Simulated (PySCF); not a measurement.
# C4H7BTe: the cost of one run

Programs: PySCF 2.14.0, with routines of our own; each step states its level. All values are computed. Atoms count from 0.

### Step 1. The system as given

13 atoms, charge 0, multiplicity 1; geometry from: GFN2-xTB.

### Step 2. Relaxing the molecule at PBE0-D3(BJ)/def2-SVP

The job: settings as JSON, then the geometry in Å.

```
{"job": {"xc": "PBE0", "basis": "def2-SVP", "d3": "d3bj", "grid": 1, "maxiter": 30, "shake": 0.01, "kind": "geom"}, "charge": 0, "multiplicity": 1}
B      1.871030    -0.659400    -0.114510
C      0.723240     0.008770     0.738210
Te     0.148070    -2.146910     0.599360
C     -1.054680    -0.784880    -0.572150
C     -0.528210     0.434180     0.075630
C     -1.089140     1.642570     0.128700
H      1.818460    -0.577430    -1.290610
H      2.878580    -0.882710     0.414620
H      0.916650     0.418250     1.749820
H     -2.159610    -0.917660    -0.409730
H     -0.857330    -0.864190    -1.618270
H     -2.002330     1.852560    -0.374340
H     -0.658890     2.459970     0.662940
```

On the command line:

```sh
$ OMP_NUM_THREADS=1 python heavy_run.py task.json out
```

This one command runs all jobs of the session in turn.

Q: Estimate the wall time and peak memory of this first job on 1 thread of Arm Neoverse V2, shared host.

About 61 s, with a peak of 0.58 GiB.
